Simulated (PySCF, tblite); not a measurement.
# C₁₁H₁₅N: geometry, infrared bands, NMR shifts, spin-spin couplings and electronic excitations

What infrared bands, NMR shifts, spin-spin couplings and electronic excitations should C₁₁H₁₅N (`c1ccc(N2CCCCC2)cc1`) show?

Computed with tblite 0.8.0 and PySCF 2.14.0, with density-fitted response routines of our own, on a single molecule in the gas phase. Atoms count from 0, in the outputs and in this text.

**1. The molecule as given**

27 atoms, charge 0, multiplicity 1; geometry from: force field or distance geometry start.

Bonds of the start (Å): C0–C1 1.39, C1–C2 1.38, C2–C3 1.38, C3–N4 1.42, N4–C5 1.46, C5–C6 1.47, C6–C7 1.48, C7–C8 1.51, C8–C9 1.52, C3–C10 1.38, C10–C11 1.40, C11–C0 1.39, C9–N4 1.45, C0–H12 1.07, C1–H13 1.10, C2–H14 1.09, C5–H15 1.11, C5–H16 1.12, C6–H17 1.12, C6–H18 1.13, C7–H19 1.12, C7–H20 1.13, C8–H21 1.11, C8–H22 1.10, C9–H23 1.13, C9–H24 1.09, C10–H25 1.08, C11–H26 1.08.

**2. Geometry optimisation with GFN2-xTB**

What the job is given:

```
{"job": {"kind": "relax", "xc": "GFN2-xTB", "basis": "xTB"}, "charge": 0, "multiplicity": 1}
C      3.990500    -0.231300     0.148200
C      3.339000     0.795100     0.816100
C      1.966600     0.902900     0.790800
C      1.158600     0.036000     0.077500
N     -0.262000     0.126600     0.042300
C     -0.947500    -0.865200    -0.787400
C     -2.394400    -0.645000    -0.968600
C     -3.094100     0.240600    -0.004400
C     -2.313200     0.524500     1.255900
C     -1.022100     1.142300     0.747700
C      1.790900    -0.988900    -0.590200
C      3.184100    -1.114700    -0.554000
H      5.053500    -0.342100     0.171000
H      3.958600     1.502800     1.389500
H      1.540900     1.742600     1.347500
H     -0.786600    -1.898500    -0.403500
H     -0.418000    -0.797700    -1.770800
H     -2.514800    -0.167100    -1.978400
H     -2.972800    -1.607900    -1.047200
H     -3.377400     1.214000    -0.469700
H     -4.052500    -0.280100     0.285900
H     -2.821900     1.299600     1.871200
H     -2.141100    -0.426700     1.778000
H     -1.360000     1.849800    -0.064500
H     -0.469600     1.669000     1.530100
H      1.275100    -1.741000    -1.168000
H      3.670300    -1.913200    -1.092100
```

On the command line:

```console
OMP_NUM_THREADS=2 python probes_run.py task.json out
```

The driver reads the jobs from task.json and runs them one after another.

**Question.** This job is followed by: GFN2-xTB harmonic vibrations, gas phase; PBE0-D3(BJ)/def2-SVP geometry optimisation, gas phase; GIAO PBE0/pcSseg-1 NMR shielding, non-relativistic, gas phase; B3LYP/pcJ-1 indirect spin-spin coupling, non-relativistic, gas phase; TDDFT wB97X-D/def2-SVPD, vertical, gas phase, core orbitals frozen in the response; GIAO wB97X-D/pcSseg-1 NMR shielding, non-relativistic, gas phase. Predict these results of the whole session: strongest single infrared mode (GFN2-xTB); zero-point energy (GFN2-xTB); rotational constants (main isotopes); 13C shifts against TMS (PBE0/pcSseg-1, means over atoms taken as alike); 1H shifts against TMS (PBE0/pcSseg-1, means over atoms taken as alike); 15N shifts against NH3 (PBE0/pcSseg-1); largest coupling of the table (B3LYP/pcJ-1); lowest singlet (wB97X-D/def2-SVPD); brightest single state of those computed; lowest triplet; range of the shift of N4.

As calculated:

| quantity | value |
| --- | --- |
| strongest single infrared mode (GFN2-xTB) | 1612 cm⁻¹, 216 km/mol |
| zero-point energy (GFN2-xTB) | 146.8 kcal/mol |
| rotational constants (main isotopes) | 2.56, 0.53, 0.46 GHz |
| 13C shifts against TMS (PBE0/pcSseg-1, means over atoms taken as alike) | 153.1, 134.7, 120.1, 114.3, 42.8, 24.2, 20.3 ppm |
| 1H shifts against TMS (PBE0/pcSseg-1, means over atoms taken as alike) | 7.28, 6.72, 6.48, 3.10, 1.76, 1.60 ppm |
| 15N shifts against NH3 (PBE0/pcSseg-1) | 81.6 ppm |
| largest coupling of the table (B3LYP/pcJ-1) | 1J(C,H) C0–H12, 168.8 Hz |
| lowest singlet (wB97X-D/def2-SVPD) | 4.65 eV (267 nm), f = 0.043 |
| brightest single state of those computed | state 8, 6.73 eV, f = 0.359 |
| lowest triplet | 3.87 eV |
| range of the shift of N4 | 74.5 to 81.6 ppm |

**Reading.** Over 91 steps the energy fell by 0.830 eV; of the close pairs, C3–N4 changed most, 1.424 to 1.371 Å (GFN2-xTB). No mode is imaginary among the 75: a minimum at this level. The strongest single mode, at 1612 cm⁻¹, has its largest shares on C2, C10, C1 and C11 (the list is cut at 4 atoms). Unscaled tight-binding wavenumbers are off by several per cent, some by more. Its intensities can rank the bands wrongly. The optimisation took 9 steps and gained 0.340 eV; among the close pairs (by a distance rule), C0–H12 changed most, from 1.030 to 1.092 Å (PBE0/def2-SVP). No frequency check was run at this level, so the end point may be a saddle. At PBE0/pcSseg-1: The widest tensor belongs to C1, C11: span 236 ppm, with a paramagnetic part of -202 ppm. NICS(1)zz of -25 ppm above the planar ring from C0 marks a diatropic (aromatic) ring current. In the run at B3LYP/pcJ-1, the largest coupling of the table is C0–H12, 168.8 Hz, of which the Fermi-contact term gives 167.4 Hz. Couplings across rotatable bonds belong to this one conformer; where others are populated, the observed values are averages. The lowest singlet, at 4.65 eV, is HOMO→LUMO 0.90 and is weak; of the 10 states computed, the strongest absorption comes from state 8 at 6.73 eV. The lowest triplet lies 0.78 eV below the lowest singlet (triplets in Tamm-Dancoff, singlets in full TDDFT). In ppm, N4 moves most: its shift spreads over 7.1 ppm, from 74.5 (wB97X-D/pcSseg-1) to 81.6 (PBE0/pcSseg-1).
